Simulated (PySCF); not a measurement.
# C3H8FPSi: magnetic properties

Programs: PySCF 2.14.0, with routines of our own; each step states its level. All values are computed. Atoms count from 0.

## 1. The system as given

14 atoms, charge 0, multiplicity 1; geometry from: GFN2-xTB.

## 2. Magnetic properties: GIAO B3LYP/pcSseg-1

What the job is given:

```
{"job": {"kind": "mag", "xc": "B3LYP", "basis": "pcSseg-1", "isotopologues": 2}, "charge": 0, "multiplicity": 1}
F      0.136668     2.158297     0.409834
C     -0.377973     1.152653    -0.392190
C     -1.488051     0.351695     0.298067
C     -1.005670    -1.084027     0.019643
Si     0.704850    -0.444133    -0.565860
P      2.271573    -0.540808     1.028711
H     -0.702060     1.646683    -1.310721
H     -1.475807     0.570913     1.364685
H     -2.484229     0.564740    -0.086727
H     -1.592288    -1.562476    -0.760631
H     -1.037005    -1.727953     0.894975
H      1.082141    -0.755227    -1.951915
H      2.717999     0.754049     0.821852
H      3.249174    -1.084879     0.208110
```

With the program's defaults for keys left out, this is: GIAO B3LYP/pcSseg-1 magnetisability, rotational g tensor and spin-rotation constants, non-relativistic, gas phase.

On the command line:

```
> OMP_NUM_THREADS=1 python excited_run.py task.json out
```

The driver reads the jobs from task.json and runs them one after another.

**Question.** How long does this first job take on 1 thread of Arm Neoverse V1, shared host, and how much memory does it need?

About 20 s, with a peak of 0.77 GiB.
